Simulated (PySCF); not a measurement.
# F2Nd (Nd(F)22+): the cost of one run

Computed with PySCF 2.14.0. Level: several levels, as the steps say, no spin–orbit coupling.

1 further run of the same task is left out (for a known fault of the program).

## 1. Where the work starts

3 atoms, charge 2, spin multiplicity 1.

Bond lengths: Nd1–F2 1.891 Å, Nd1–F3 1.891 Å. Angles: F2–Nd1–F3 101.0°.

As a file:

```
Nd    0.0000    0.0000   -0.4237
F     1.4591    0.0000    0.7789
F    -1.4591    0.0000    0.7789
```

Formal oxidation states: Nd +4. Each metal's 2 4f electrons lie in its core potential, so multiplicities, spins and levels count the valence alone. An earlier session relaxed this geometry at PBE0, Nd lcecp-2-SVP with ECP48, F def2-SVP (singlet, point group C2v).

At PBE0 on the finer grid: E = -238.618271 Eh, frontier levels not given, since the 4f levels lie in the core, Mulliken charge on Nd1 +2.28 e, largest force component 0.003 eV/Å. 

Levels to run: TPSS; PBE; PBE0, TZVP. Hardware: 2 threads of Intel Xeon Platinum 8488C (Sapphire Rapids), shared host.

## 2. TPSS

Contents of run.py (the lines that set the calculation):

```python
mol = gto.M(atom='''
Nd     0.00000     0.00000    -0.42373
F      1.45913     0.00000     0.77885
F     -1.45913     0.00000     0.77885''',
    basis={'Nd': 'lcecp-2-SVP', 'F': 'def2-SVP'},
    ecp={'Nd': 'lcecp-2-SVP'},
    charge=2, spin=0)
mf = dft.RKS(mol, xc='TPSS')
mf.grids.atom_grid = (75, 302)  # f atoms: unpruned, at least (60, 302)
mf = mf.density_fit()  # fitting sets: Nd AutoAux, F def2-universal-JKFIT
mf.conv_tol = 1e-08; mf.max_cycle = 55
mf.kernel(dm0)  # dm0: the density of the relaxed state
```

On the command line:

```
$ OMP_NUM_THREADS=2 python run.py
```

**Question.** How long does this run take on 2 threads of Intel Xeon Platinum 8488C (Sapphire Rapids), shared host?

About 2.9 s.
